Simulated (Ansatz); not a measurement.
# AlF3H2: the cost of one run

The runs use Ansatz 0.2.0, Gaussian basis; PBE0-D4/def2-SVP.

## 1. The system as given

The start, a first-order saddle point found at PBE0-D4 in triple zeta: 6 atoms, charge 0, spin multiplicity 1.

Atoms are counted from 1 here; the program's logs count them from 0.

Bond lengths: Al1–F2 1.880 Å, Al1–F3 1.636 Å, Al1–F4 1.636 Å, Al1–H5 1.839 Å, Al1–H6 1.669 Å, F2–H5 1.058 Å. Angles: F2–Al1–F3 109.9°, F2–Al1–F4 109.9°, F2–Al1–H5 33.0°, F2–Al1–H6 74.2°, F3–Al1–F4 121.3°, F3–Al1–H5 118.5°, F3–Al1–H6 115.6°, F4–Al1–H5 118.5°, F4–Al1–H6 115.6°, H5–Al1–H6 41.2°, Al1–F2–H5 71.4°, Al1–H5–F2 75.6°.

Geometry (Å):

```mol
AlF3H2
  3D, bonds by distance, orders not assigned

  6  6  0  0  0  0  0  0  0  0999 V2000
    0.0235   -0.5011    0.1377 Al  0  0
   -0.9106    1.1071   -0.1345 F   0  0
   -0.4559   -1.6156   -0.9593 F   0  0
    0.0765   -0.8503    1.7347 F   0  0
    0.1073    1.2621   -0.3797 H   0  0
    1.1591    0.5977   -0.3988 H   0  0
  1  2  8  0
  1  3  8  0
  1  4  8  0
  1  5  8  0
  1  6  8  0
  2  5  8  0
M  END
```

## 2. Dynamics

md/in.yaml

```yaml
crystal:
  periodic: [false, false, false]
  atoms:
    - {symbol: Al, position_ang: [0.023517, -0.501127, 0.137662]}
    - {symbol: F, position_ang: [-0.910648, 1.107123, -0.134545]}
    - {symbol: F, position_ang: [-0.455889, -1.615607, -0.959298]}
    - {symbol: F, position_ang: [0.076527, -0.850278, 1.734665]}
    - {symbol: H, position_ang: [0.107332, 1.262135, -0.379677]}
    - {symbol: H, position_ang: [1.159060, 0.597654, -0.398806]}
basis:
  gaussian: {orbitals: def2-SVP}
hamiltonian: {xc: pbe0, dispersion: d4}
md: {n_steps: 60, timestep: 1.0, temperature: 700, ensemble: nvt_langevin, seed: 0, friction: 0.01, initial_velocities: maxwell_boltzmann}
```

Command:

```sh
> ansatz run in.yaml --threads 2 --pin off --events-out ev --progress --plain --max-ram 4352MiB
```

**Question.** How long does this run take on 2 threads of Intel Xeon 6975P-C, shared host?

About 39 s.
